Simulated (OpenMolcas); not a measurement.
**Os³⁺ among point charges: CASSCF and CASPT2 levels and susceptibility**

How does a field of 4 point charges split the states of Os³⁺, and what χT follows?

Program: OpenMolcas 26.06. Level of theory: state-averaged CASSCF and CASPT2, spin-orbit coupling by RASSI with atomic mean-field integrals. These are calculated values, not measurements, unless marked.

### 1 Starting point

- Species: Os³⁺ (osmium, Z = 76, 73 electrons)
- Basis: ANO-RCC-VDZP [7s6p4d2f1g], 68 functions
- Scalar Hamiltonian: DKH2, point nucleus
- Inactive shells: 1s 2s 2p 3s 3p 3d 4s 4p 4d 4f 5s 5p
- Active space: 5 electrons in 5 orbitals (5d)
- Some configurations of this space: 5d5
- Orbitals: optimised for each spin and parity, averaged over all roots

The outer shells:

5d5
```
5d [↑ ][↑ ][↑ ][↑ ][↑ ]
```

The ion sits among 4 point charges of -1 e arranged as a square (D4h), 1.79 Å from the ion.

Each step is its own input file, run in one work folder so that later steps find the files of earlier ones. Labels, J, g values, rates, χT and fits are worked out afterwards by a script from the matrices that RASSI stores. The input lists half of the charges; inversion (Group=XYZ) makes the rest.

### 2 Basis and integrals

a.inp

```
&GATEWAY
Coord
1

Os 0.0 0.0 0.0
Basis=ANO-RCC-VDZP
Group=XYZ
NoMove
AngMom=0.0 0.0 0.0
AMFI
XField
2 Angstrom 0
1.790000 0.000000 0.000000 -1.000000
0.000000 1.790000 0.000000 -1.000000
&SEWARD
```

Launch:

```
$ OMP_NUM_THREADS=1 MOLCAS_MEM=1689 MOLCAS_PROJECT=a pymolcas a.inp > a.log
```

### 3 CASSCF: sextets of even parity, 1 root

a.inp

```
&RASSCF
FileOrb=start.orb
Symmetry=1
Spin=6
nActEl=5 0 0
Inactive=15 19
Ras2=5 0
CIRoot=1 1 1
SDav=1
CIMx=300
Iter=120 100
PrWF=0.3
OrbListing=Nothing
MaxOrb=0
>>> COPY $Project.JobIph JOB001
```

start.orb holds the contracted functions of the basis, ordered by shell, or the orbitals of the step before.

### 4 Reference wave functions, quartets of even parity, 24 roots

a.inp

```
&RASSCF
FileOrb=start.orb
Symmetry=1
Spin=4
nActEl=5 0 0
Inactive=15 19
Ras2=5 0
CIRoot=24 24 1
SDav=24
CIMx=300
Iter=120 100
PrWF=0.3
OrbListing=Nothing
MaxOrb=0
>>> COPY $Project.JobIph JOB002
```

### 5 CASSCF: doublets of even parity, 75 roots

a.inp

```
&RASSCF
FileOrb=start.orb
Symmetry=1
Spin=2
nActEl=5 0 0
Inactive=15 19
Ras2=5 0
CIRoot=75 75 1
SDav=75
CIMx=300
Iter=120 100
PrWF=0.3
OrbListing=Nothing
MaxOrb=0
>>> COPY $Project.JobIph JOB003
```

### 6 State interaction with spin-orbit coupling

a.inp

```
&RASSI
NrOfJobIphs=3 1 24 75
1
1 2 3 4 5 6 7 8 9 10 11 12 13 14 15 16 17 18 19 20 21 22 23 24
1 2 3 4 5 6 7 8 9 10 11 12 13 14 15 16 17 18 19 20 21 22 23 24 25 26 27
28 29 30 31 32 33 34 35 36 37 38 39 40 41 42 43 44 45 46 47 48 49 50 51
52 53 54 55 56 57 58 59 60 61 62 63 64 65 66 67 68 69 70 71 72 73 74 75
IphNames
JOB001
JOB002
JOB003
EJob
SpinOrbit
DIPRint=1.0
SOCoupling=1000.0
Subsets=2
Property=9
'ANGMOM' 1 'ANGMOM' 2 'ANGMOM' 3 'MLTPL  1' 1 'MLTPL  1' 2 'MLTPL  1' 3
'AMFI' 1 'AMFI' 2 'AMFI' 3
SOProperty=3
'ANGMOM' 1 'ANGMOM' 2 'ANGMOM' 3
```

### 7 CASPT2: IPEA 0.25, imaginary shift 0.1 (closed shells correlated: 5s 5p)

a.inp

```
>>> COPY JOB001 $Project.JobIph
&CASPT2
Multistate=1 1
Frozen=14 16
IPEA=0.25
Imaginary=0.1
MaxIter=60
WThr=0.0 0.3 0.05
PrWF=0.5
NoMix
>>> COPY JOB002 $Project.JobIph
&CASPT2
Multistate=24 1 2 3 4 5 6 7 8 9 10 11 12 13 14 15 16 17 18 19 20 21 22
23 24
NoMult
Frozen=14 16
IPEA=0.25
Imaginary=0.1
MaxIter=60
WThr=0.0 0.3 0.05
PrWF=0.5
NoMix
>>> COPY JOB003 $Project.JobIph
&CASPT2
Multistate=75 1 2 3 4 5 6 7 8 9 10 11 12 13 14 15 16 17 18 19 20 21 22
23 24 25 26 27 28 29 30 31 32 33 34 35 36 37 38 39 40 41 42 43 44 45 46
47 48 49 50 51 52 53 54 55 56 57 58 59 60 61 62 63 64 65 66 67 68 69 70
71 72 73 74 75
NoMult
Frozen=14 16
IPEA=0.25
Imaginary=0.1
MaxIter=60
WThr=0.0 0.3 0.05
PrWF=0.5
NoMix
```

(Steps that only read results are left out.)

What does the calculation give? Wanted: spin-free ground state; lowest level; next level.

The runs gave:

```
                 quantity                                                                        value
                   method  SS-CASPT2, IPEA 0.25, imaginary shift 0.1 (closed shells correlated: 5s 5p)
   spin-free ground state                                              6A1, 1-fold in its orbital part
             lowest level                                            2-fold E1/2, g = 1.69, 5.38, 5.38
               next level                                                                   828.2 cm⁻¹
              χT at 300 K                                                               2.69 cm³ K/mol
effective moment at 300 K                                                                      4.64 μB
```

Cost by method:

```tsv
method	time of its own steps	time with the reference
A. CASSCF	22 s	22 s
B. SS-CASPT2, IPEA 0.25, imaginary shift 0.1, +5s 5p	9.5 s	32 s
```

Times are of one thread on a shared host.

What this shows: The spin-free ground state (6A1) comes to 100 % from free-ion S terms and keeps the highest spin of the shell. χT at 300 K is 2.69, against 4.39 cm³ K/mol for the spin alone, so spin-orbit coupling lowers it. An active space of the d shell alone favours high spin; real ions in strong fields can be low spin. The field of point charges can differ much from that of real complexes. With metal d orbitals alone active, the gaps between spin states are rough; where two lie within a few thousand cm-1, their order is open. Point charges carry no covalency, so the field is a model and not that of real ligands.
